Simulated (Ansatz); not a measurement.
**CH₂GaNO: shape, modes and thermochemistry**

What shape does CH₂GaNO take? The plan is to relax it, check the end point by its vibrations and derive ideal-gas thermochemistry.

The runs use Ansatz 0.2.0, Gaussian basis; RKS PBE0-D4/def2-TZVP.

Plan: relaxation at PBE0-D4/def2-TZVP; harmonic vibrations at the same level.

1 further run of the same task is left out (set aside as unsound or not needed).

## (1) Where the work starts

SMILES `N#C[O][GaH2]`, 6 atoms, charge 0, spin multiplicity 1.

Atoms are counted from 1 here; the program's logs count them from 0.

Bond lengths: N1–C2 1.143 Å, C2–O3 1.263 Å, O3–Ga4 1.746 Å, Ga4–H5 1.542 Å, Ga4–H6 1.541 Å. Angles: N1–C2–O3 179.9°, C2–O3–Ga4 179.9°, O3–Ga4–H5 114.9°, O3–Ga4–H6 114.1°, H5–Ga4–H6 131.1°.

Geometry (Å):

```xyz
6
CH2GaNO
N     1.6031   -2.2024    0.9369
C     0.9678   -1.3281    0.5640
O     0.2652   -0.3618    0.1541
Ga   -0.7079    0.9714   -0.4153
H    -0.5912    1.2609   -1.9257
H    -1.5370    1.6601    0.6860
```

The start is a GFN2-xTB geometry.

## (2) Geometry optimisation, PBE0-D4/def2-TZVP

File in.yaml:

```yaml
crystal:
  periodic: [false, false, false]
  atoms:
    - {symbol: N, position_ang: [1.603090, -2.202450, 0.936920]}
    - {symbol: C, position_ang: [0.967830, -1.328100, 0.564040]}
    - {symbol: O, position_ang: [0.265220, -0.361840, 0.154100]}
    - {symbol: Ga, position_ang: [-0.707940, 0.971400, -0.415320]}
    - {symbol: H, position_ang: [-0.591180, 1.260930, -1.925730]}
    - {symbol: H, position_ang: [-1.537040, 1.660070, 0.685990]}
basis:
  gaussian: {orbitals: def2-TZVP}
hamiltonian: {xc: pbe0, dispersion: d4}
relax: {f_tol: 0.005, max_steps: 150}
```

The run is started by

```
$ ansatz run in.yaml --threads 2 --pin off --events-out ev --progress --plain --max-ram 4352MiB
```

Further steps of the session: Force constants and modes.

Before running them: what should the planned runs give, taken together? Wanted: point group; shift from the start; total energy; dispersion term; dipole moment; lowest, highest wavenumber; zero-point energy.

**Answer**, as computed:

| quantity | value |
| --- | --- |
| point group | Cs |
| steps | 22 |
| shift from the start (rms) | 0.529 Å |
| total energy | -56973.7895 eV |
| dispersion term | -93 meV |
| dipole moment | 5.89 D |
| lowest, highest wavenumber | 122, 2370 cm⁻¹ |
| zero-point energy | 16.4 kcal/mol |
| entropy at 298.15 K | 310.0 J/(mol K) |

The atoms moved 0.53 Å (rms) from the start; the bond that changed most is O3–Ga4, from 1.746 to 1.846 Å. All wavenumbers are real, so the end point is a minimum. The stiffest mode, 2370 cm⁻¹, is a C–N stretch, and 2 modes under 200 cm⁻¹ make the vibrational entropy uncertain. Harmonic hybrid wavenumbers usually lie a few per cent above measured fundamentals. The largest Mulliken charge, +0.45 e, sits on Ga4.
